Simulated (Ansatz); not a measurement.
# Nb2SiO: the cost of one run

Program: Ansatz 0.2.0. Level of theory: DFT PBE, scalar-relativistic, plane waves, PAW, unless a step names another level. These are calculated values, not measurements.

## Step 1: The structure to begin with

The structure is tetragonal, space group P4/mmm (No. 123). Conventional cell: a = 4.231 Å, b = 4.231 Å, c = 3.318 Å, α = 90.00°, β = 90.00°, γ = 90.00°. Nb (site symmetry mmm) is surrounded by 2 O at 2.12 Å and 4 Si at 2.69 Å. Around Si (site symmetry 4/mmm) lie 8 Nb at 2.69 Å. Around O (site symmetry 4/mmm) lie 4 Nb at 2.12 Å.

As a file:

```
CELL_PARAMETERS angstrom
4.23090 0.00000 0.00000
0.00000 4.23090 0.00000
0.00000 0.00000 3.31801
ATOMIC_POSITIONS crystal
Nb 0.00000 0.50000 0.50000
Nb 0.50000 0.00000 0.50000
Si 0.50000 0.50000 0.00000
O 0.00000 0.00000 0.50000
```

It came out lowest among 37 distinct ends of the trial cells. At a tolerance of 0.05 Å it has space group P4/mmm (No. 123).

## Step 2: Relaxing to 0.001 eV/Å, on the response runs' mesh and smearing

Contents of input.yaml:

```yaml
crystal:
  lattice:
    - [4.2308968727, 0.0, 0.0]
    - [0.0, 4.2308968727, 0.0]
    - [0.0, 0.0, 3.3180109585]
  atoms:
    - { symbol: Nb, position: [0.0, 0.5, 0.5] }
    - { symbol: Nb, position: [0.5, 0.0, 0.5] }
    - { symbol: Si, position: [0.5, 0.5, 0.0] }
    - { symbol: O, position: [0.0, 0.0, 0.5] }
basis:
  ecutwfc: 420
kpoints:
  mp_grid: { grid: [8, 8, 10] }
hamiltonian:
  xc: pbe
scf:
  occupations: { method: gaussian, width: 0.1 }
output:
  forces: true
  stress: true
  eigenvalues: true
relax:
  adjacent_minimum: "off"
  f_tol: 0.001
  max_steps: 60
  cell: { stress_tol: 0.01 }
```

Launch:

```
> ansatz run input.yaml --threads 3 --pin off --max-ram 7680MiB --backend cpu --events-out ev --progress --plain --runs-dir out
```

What time and memory should one allow on 3 threads of Arm Neoverse V1, shared host?

About 6.4 s, with a peak of 0.42 GiB.
